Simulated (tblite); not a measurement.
# C3H14OSi3: the cost of one run

Programs: tblite 0.8.0 and PySCF 2.14.0, with density-fitted response routines of our own. Each step states its level of theory. These are calculated values for one molecule, in the gas phase or a continuum, unless marked as measured. Atoms are numbered from 0 throughout.

### 1 Starting geometry

21 atoms, charge 0, multiplicity 1; geometry from: force field or distance geometry start.

Bonds of the start (Å): C0–C1 1.52, C1–C2 1.49, C1–Si3 1.86, Si3–Si4 2.23, Si3–O5 1.71, O5–Si6 1.71, C0–H7 1.11, C0–H8 1.10, C0–H9 1.10, C1–H10 1.12, C2–H11 1.10, C2–H12 1.12, C2–H13 1.10, Si3–H14 1.47, Si4–H15 1.47, Si4–H16 1.47, Si4–H17 1.47, Si6–H18 1.48, Si6–H19 1.47, Si6–H20 1.46.

### 2 Optimising the geometry with GFN2-xTB

Job settings and geometry (Å):

```
{"job": {"kind": "relax", "xc": "GFN2-xTB", "basis": "xTB"}, "charge": 0, "multiplicity": 1}
C     -0.977600    -1.814200    -0.337600
C     -0.959300    -0.551200     0.502400
C     -2.184100     0.247800     0.224200
Si     0.528000     0.460300     0.028800
Si    -0.003400     2.619100    -0.159500
O      1.743300     0.225900     1.205300
Si     2.880400    -0.918300     0.632300
H     -1.944200    -1.799000    -0.878400
H     -0.819600    -2.722800     0.267500
H     -0.169800    -1.704400    -1.069500
H     -0.883000    -0.863300     1.576500
H     -2.053600     0.867600    -0.674900
H     -3.011800    -0.480400     0.019500
H     -2.441000     0.834100     1.122200
H      0.987200     0.019700    -1.294000
H     -1.364700     2.791800    -0.687900
H      0.143200     3.307300     1.135400
H      0.914500     3.275900    -1.098100
H      3.413700    -1.622000     1.821000
H      3.953900    -0.268200    -0.140900
H      2.239000    -1.888700    -0.253400
```

Command:

```console
$ OMP_NUM_THREADS=1 python probes_run.py task.json out
```

One launch serves the whole session: the jobs run in the order shown.

Q: Estimate the wall time and peak memory of this first job on 1 thread of Arm Neoverse V2, shared host.

About 1.6 s, with a peak of 0.18 GiB.
